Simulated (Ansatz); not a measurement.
Ba2SrN2 under changes of volume

One of the cells (28.259 Å³/atom); the others are scaled copies at fixed shape and fractional positions:

```
CELL_PARAMETERS angstrom
3.93057 0.00000 0.00000
-1.96529 3.40398 0.00000
0.00000 0.00000 10.56066
ATOMIC_POSITIONS crystal
Ba 0.33333 0.66667 0.78452
Ba 0.66667 0.33333 0.21548
Sr 0.00000 0.00000 0.50000
N 0.33333 0.66667 0.33926
N 0.66667 0.33333 0.66074
```

The cell comes from a database or a generator and needn't be the stable form of this composition.

| Item | Value |
| --- | --- |
| Program | Ansatz 0.2.0 |
| Functional | PBE |
| Potentials or basis | Ansatz PAW |
| Cutoff | 420 eV (not typed: the program's choice for these potentials) |
| k mesh | 8 × 8 × 3 |
| Occupations | fermi-dirac, width 0.05 eV |
| Spin | no spin polarisation |

```csv
volume (Å³/atom),energy over the lowest point (meV/atom),pressure (GPa),largest force (eV/Å)
26.564,5.07,1.8,0.210
27.129,0.82,0.7,0.098
27.694,0.00,-0.2,0.150
28.259,2.30,-1.0,0.256
28.825,7.39,-1.8,0.389
29.390,14.96,-2.4,0.511
29.955,?,?,?
```

Problem. What does the run at 29.955 Å³/atom give?

Solution. Energy over the lowest point 24.81 meV/atom; pressure -3.1 GPa; largest force 0.625 eV/Å.

Worked out: A Birch-Murnaghan fit of order 3 (a polynomial in V^(-2/3)) to the other rows has its minimum at 27.55 Å³/atom with B0 = V·E''(V) = 44 GPa and B' = 4.3 at fixed shape and positions, which overstates the stiffness. It gives 24.78 meV/atom at 29.955 Å³/atom, against the run's 24.81, and -dE/dV = -3.1 GPa, against -3.1.

Energies are extrapolated to zero smearing.
